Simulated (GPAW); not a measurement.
# RbGeN (I4_1md) in GPAW: single point with PBE

Aim: the single point of RbGeN with PBE.

Program: GPAW 26.7.0. These are calculated values, not measurements. Logs are shortened: lines on timing, memory, paths and dates and some standing lists are left out, and cuts for length are marked. The log counts tension as positive stress, the text compression.

**1. Starting point**

The structure is tetragonal, space group I4_1md (No. 109). Conventional cell: a = 5.070 Å, b = 5.070 Å, c = 12.763 Å, α = 90.00°, β = 90.00°, γ = 90.00°. Around Rb (site symmetry 2mm) lie 2 N at 3.06 Å. Around Ge (site symmetry 2mm) lie 1 N at 1.73 Å. Around N (site symmetry 2mm) lie 1 Ge at 1.73 Å.

The cell was built by a generator and needn't be a form met in nature.

**2. Single point, PBE**

run.py

```python
from ase.dft.bandgap import bandgap
from ase.io import read, write
from ase.units import GPa
from gpaw import GPAW, PW

atoms = read('RbGeN.xyz')

calc = GPAW(mode=PW(800),
            xc='PBE',
            kpts={'size': (6, 6, 6), 'gamma': True},
            occupations={'name': 'fermi-dirac', 'width': 0.05},
            nbands=33,
            convergence={'density': 1e-05, 'energy': 1e-05},
            maxiter=150,
            txt='gpaw.txt')
atoms.calc = calc
energy = atoms.get_potential_energy()
forces = atoms.get_forces()
stress = atoms.get_stress()
calc.write('gs.gpw')
write('result.traj', atoms)
print(f'Energy: {energy:.6f} eV')
print('Forces (eV/A):')
print(forces.round(4))
print('Stress (GPa):', (stress / GPa).round(3))
print('Fermi level:', round(calc.get_fermi_level(), 4), 'eV')
print(f'Gap: {bandgap(calc)[0]:.4f} eV, direct: {bandgap(calc, direct=True)[0]:.4f} eV')
```

RbGeN.xyz

```xyz
6
Lattice="-2.5348500000 2.5348500000 6.3817200000 2.5348500000 -2.5348500000 6.3817200000 2.5348500000 2.5348500000 -6.3817200000" Properties=species:S:1:pos:R:3 pbc="T T T"
Rb     0.0000000000      0.0000000000      7.0248697416
Rb     2.5348500000      0.0000000000      3.8340097416
Ge     0.0000000000      0.0000000000      0.3821373936
Ge     0.0000000000      2.5348500000      3.5729973936
N      0.0000000000      0.0000000000      2.1133703952
N      0.0000000000      2.5348500000      5.3042303952
```

Potentials or basis: GPAW PAW data sets (gpaw-data 1.2.1), pw.

Command:

```console
OMP_NUM_THREADS=1 python run.py
```

gpaw.txt:

```text
__  _  _
 | _ |_)|_||  |
 |__||  | ||/\| - 26.7.0

Input parameters:
  mode=PW(ecut=800.0),
  convergence={'density': 1e-05, 'energy': 1e-05},
  kpts=MonkhorstPack(size=(6, 6, 6), gamma=True),
  maxiter=150,
  nbands=33,
  occupations=Occupations(name='fermi-dirac', width=0.05),
  xc=XC(name='PBE')

Diagonalizing LCAO Hamiltonian
Converting LCAO to pw mode

       Rb
         N

         Ge
             Rb

       N

       Ge

Atoms  # Å, Bohr magnetons
|   | symbol |        x |        y |        z |    initial magnetic moments |
|---|--------|----------|----------|----------|-----------------------------|
| 0 |     Rb | 0.000000 | 0.000000 | 7.024870 | ( 0.0000,  0.0000,  0.0000) |
| 1 |     Rb | 2.534850 | 0.000000 | 3.834010 | ( 0.0000,  0.0000,  0.0000) |
| 2 |     Ge | 0.000000 | 0.000000 | 0.382137 | ( 0.0000,  0.0000,  0.0000) |
| 3 |     Ge | 0.000000 | 2.534850 | 3.572997 | ( 0.0000,  0.0000,  0.0000) |
| 4 |      N | 0.000000 | 0.000000 | 2.113370 | ( 0.0000,  0.0000,  0.0000) |
| 5 |      N | 0.000000 | 2.534850 | 5.304230 | ( 0.0000,  0.0000,  0.0000) |

Unit cell  # Å
| periodic |         x |         y |         z |  lengths |     angles |
|----------|-----------|-----------|-----------|----------|------------|
|      yes | -2.534850 |  2.534850 |  6.381720 | 7.319650 | 139.476734 |
|      yes |  2.534850 | -2.534850 |  6.381720 | 7.319650 | 139.476734 |
|      yes |  2.534850 |  2.534850 | -6.381720 | 7.319650 |  58.648671 |

Number of symmetries: 4
Symmetry operations  # r_c * U_cc + t_c -> r_c
|   | kind |            matrix            |
|---|------|------------------------------|
| 0 |  σ   |  1, 1, 1,  0, 0,-1,  0,-1, 0 |
| 1 |  E   |  1, 0, 0,  0, 1, 0,  0, 0, 1 |
| 2 |  C2  |  0, 1, 0,  1, 0, 0, -1,-1,-1 |
| 3 |  σ   |  0, 0,-1,  1, 1, 1, -1, 0, 0 |

BZ-sampling:
  Number of BZ points: 216
  Number of IBZ points: 46

  Monkhorst-Pack size: [6, 6, 6]
  Monkhorst-Pack shift: [0.08333333333333333, 0.08333333333333333, 0.08333333333333333]

K-points  # in reciprocal-cell coordinates
|     |                                coordinates |     weight |
|-----|--------------------------------------------|------------|
|   0 | (  0.00000000,   0.00000000,   0.00000000) | 0.00462963 |
|   1 | (  0.16666667,  -0.16666667,  -0.16666667) | 0.00925926 |
|   2 | (  0.16666667,  -0.16666667,   0.00000000) | 0.01851852 |
|   3 | (  0.16666667,  -0.16666667,   0.16666667) | 0.00925926 |
|   4 | (  0.16666667,   0.00000000,  -0.16666667) | 0.01851852 |
|   5 | (  0.16666667,   0.00000000,   0.00000000) | 0.01851852 |
|   6 | (  0.16666667,   0.16666667,  -0.16666667) | 0.00925926 |
|   7 | (  0.33333333,  -0.33333333,  -0.33333333) | 0.00925926 |
|   8 | (  0.33333333,  -0.33333333,  -0.16666667) | 0.01851852 |
|   9 | (  0.33333333,  -0.33333333,   0.00000000) | 0.01851852 |
| ... |                                            |            |
|  45 | (  0.50000000,   0.50000000,   0.50000000) | 0.00462963 |

Plane wave coefficients: 8478
Cutoff: 800.0 eV

Spin-components: 1 (collinear spins)
Bands:           33
Projectors:      30
Spin-degeneracy: 2
Datatype:        complex128

Parallelization:
  kpt:    1
  domain: 1
  band:   1

Density:
  Valence electrons: 36.0
  Components: 1
  Grid points: [48 48 48]
  Charge: 0.0  # |e|

Potential:
  Grid points: [48 48 48]

species:
  Rb:
    name:    Rubidium
    Z:       37.0
    valence: 9
    core:    28
    charge:  0.0  # [|e|]
    compensation charges:
      type: gauss
      rc: 0.38  # [Å]
      lmax: 2
    cutoffs:
      filter: 2.43  # [Å]
      core: 1.99  # [Å]
    projectors
    | kind |    occ | energy [eV] | rcut [Å] |
    |------|--------|-------------|----------|
    |   4s |  2.000 |     -31.879 |    1.376 |
    |   5s |  1.000 |      -2.231 |    1.376 |
    |   4p |  6.000 |     -15.966 |    1.270 |
    |    p |        |      11.245 |    1.270 |
    |    d |        |       0.000 |    1.217 |

    Using partial waves for Rb as LCAO basis

  Ge:
    name:    Germanium
    Z:       32.0
    valence: 4
    core:    28
    charge:  0.0  # [|e|]
    compensation charges:
      type: gauss
      rc: 0.32  # [Å]
      lmax: 2
    cutoffs:
      filter: 1.77  # [Å]
      core: 3.42  # [Å]
    projectors
    | kind |    occ | energy [eV] | rcut [Å] |
    |------|--------|-------------|----------|
    |   4s |  2.000 |     -11.726 |    1.005 |
    |   4p |  2.000 |      -3.896 |    1.005 |
    |    s |        |      15.485 |    1.005 |
    |    p |        |      23.315 |    1.005 |
    |    d |        |       0.000 |    1.005 |

    Using partial waves for Ge as LCAO basis

  N:
    name:    Nitrogen
    Z:       7.0
    valence: 5
    core:    2
    charge:  0.0  # [|e|]
    compensation charges:
      type: gauss
      rc: 0.18  # [Å]
      lmax: 2
    cutoffs:
      filter: 1.11  # [Å]
      core: 0.96  # [Å]
    projectors
    | kind |    occ | energy [eV] | rcut [Å] |
    |------|--------|-------------|----------|
    |   2s |  2.000 |     -18.583 |    0.603 |
    |   2p |  3.000 |      -7.089 |    0.529 |
    |    s |        |       8.629 |    0.603 |
    |    p |        |      20.123 |    0.529 |
    |    d |        |       0.000 |    0.577 |

    Using partial waves for N as LCAO basis

Reference energy: -279365.423560  # eV

eigensolver:
  PPCG
  Converge bands: occupied
  niter=2

density mixing:
  MSR1-Mixer
  Pratt-step length: 0.05
  Maximum mixing coefficient: 0.75
  Old densities: 10
  SVD Regularization: 0.005
  Good broyden scale: 1.0
  Trust region scale: 1.0
  Backstep threshold: 4.0
  History deletion threshold: 6.0
  Fourier metric: weight=20.0, sigma=0.015

occupation numbers:
  Fermi-Dirac:
    width: 0.0500  # eV

poisson solver:
  ecut: 6400.0  # eV

xc functional:
  name: PBE with 2 nearest neighbor stencil

convergence criteria:
[... 6 lines left out ...]
|iter     | |      energy | eigst |  dens |
|---------|-|-------------|-------|-------|
|iter:   1| |  -30.938359 | -0.23 |       |
|iter:   2| |  -28.869517 | -1.67 | -0.78 |
|iter:   3| |  -25.783527 | -1.04 | -0.86 |
|iter:   4| |  -25.627138 | -2.20 | -1.33 |
|iter:   5| |  -25.584077 | -2.71 | -1.52 |
|iter:   6| |  -25.576009 | -3.40 | -2.06 |
|iter:   7| |  -25.576535 | -4.04 | -2.47 |
|iter:   8| |  -25.575526 | -4.61 | -2.62 |
|iter:   9| |  -25.575553 | -6.02 | -3.12 |
|iter:  10| |  -25.575563c| -6.48 | -3.50 |
|iter:  11| |  -25.575563c| -7.91c| -4.32 |
|iter:  12| |  -25.575563c| -8.11c| -4.82 |
|iter:  13| |  -25.575563c| -8.75c| -5.32c|

Converged in 13 steps
Energy contributions relative to reference atoms: (reference = -279365.423560)

Energy contributions:
  Kinetic:          44.877271
  Coulomb:         -42.869426
  Zero:              0.147129
  External:          0.000000
  Xc:              -27.730538
  Entropy:          -0.000000
  Spinorbit:         0.000000
  ----------------------------
  Free energy:     -25.575563
  Extrapolated:    -25.575563

dipole moment: (-25.767900, -22.855567, 35.667341)  # |e|*Ang

Fermi level: 3.550
Eigenvalues  # (at kpt = [0.000, 0.000, 0.000])
| band index |      eig [eV] | occ [0-2] |
|------------|---------------|-----------|
|          0 |       -23.966 |     2.000 |
|        ... |               |           |
|         10 |        -3.591 |     2.000 |
|         11 |        -1.948 |     2.000 |
|         12 |         0.829 |     2.000 |
|         13 |         0.931 |     2.000 |
|         14 |         0.932 |     2.000 |
|         15 |         1.619 |     2.000 |
[... 8 lines left out ...]
|         24 |         7.326 |     0.000 |
|         25 |         7.697 |     0.000 |
|        ... |               |           |
|         32 |        10.961 |     0.000 |

Gap: 1.463 eV
Transition (v -> c):
  (s=0, k=9, n=17, [0.33, -0.33, 0.00]) -> (s=0, k=7, n=18, [0.33, -0.33, -0.33])
Direct/indirect transitions are different
Direct gap: 1.613 eV
Transition at: (s=0, k=7, n=17, [0.33, -0.33, -0.33])

Forces  # eV/Ang
|       x |       y |        z |
|---------|---------|----------|
| 0.00000 | 0.00000 |  0.00198 |  # Rb   0
| 0.00000 | 0.00000 |  0.00198 |  # Rb   1
| 0.00000 | 0.00000 | -0.55736 |  # Ge   2
| 0.00000 | 0.00000 | -0.55738 |  # Ge   3
| 0.00000 | 0.00000 |  0.55556 |  # N    4
| 0.00000 | 0.00000 |  0.55559 |  # N    5

Stress tensor  # eV/Ang^3
|         x |         y |         z |
|-----------|-----------|-----------|
|  0.000926 |  0.000000 | -0.000000 |
|  0.000000 |  0.000925 | -0.000000 |
| -0.000000 | -0.000000 | -0.010677 |

# Writing to gs.gpw (mode='')
```

Wall time 9.3 min (1 thread of Arm Neoverse V1, shared host); peak memory 0.6 GiB.

Results:

- Free energy: -25.5756 eV
- Pressure: 0.5 GPa
- Largest force: 0.557 eV/Å
- Band gap on the k mesh: 1.46 eV, indirect (least direct gap 1.61 eV)

Forces on the atoms (eV/Å):
```
Rb   0.000  0.000  0.002
Rb   0.000  0.000  0.002
Ge   0.000  0.000 -0.557
Ge   0.000  0.000 -0.557
N    0.000  0.000  0.556
N    0.000  0.000  0.556
```

Levels at points of the mesh, in eV from the valence-band top:
```tsv
k point	band 15	band 16	band 17	band 18	band 19	band 20	band 21	band 22
(0.00, 0.00, 0.00)	-1.87	-1.18	-1.18	-0.27	2.74	2.74	3.25	3.68
(0.50, 0.00, 0.00)	-2.04	-1.03	-0.75	-0.17	1.68	1.93	2.93	3.85
(0.50, 0.00, 0.50)	-2.04	-1.03	-0.75	-0.17	1.68	1.93	2.93	3.85
(0.50, 0.50, 0.00)	-1.32	-1.32	-0.25	-0.25	1.88	1.88	3.50	3.50
(0.50, 0.50, 0.50)	-1.00	-1.00	-0.84	-0.84	2.02	2.02	3.35	3.35
```

Caveat: the density grid can change from cell to cell, which puts small steps into energies and stress. PBE gaps usually lie below the measured ones, often by a third to a half.
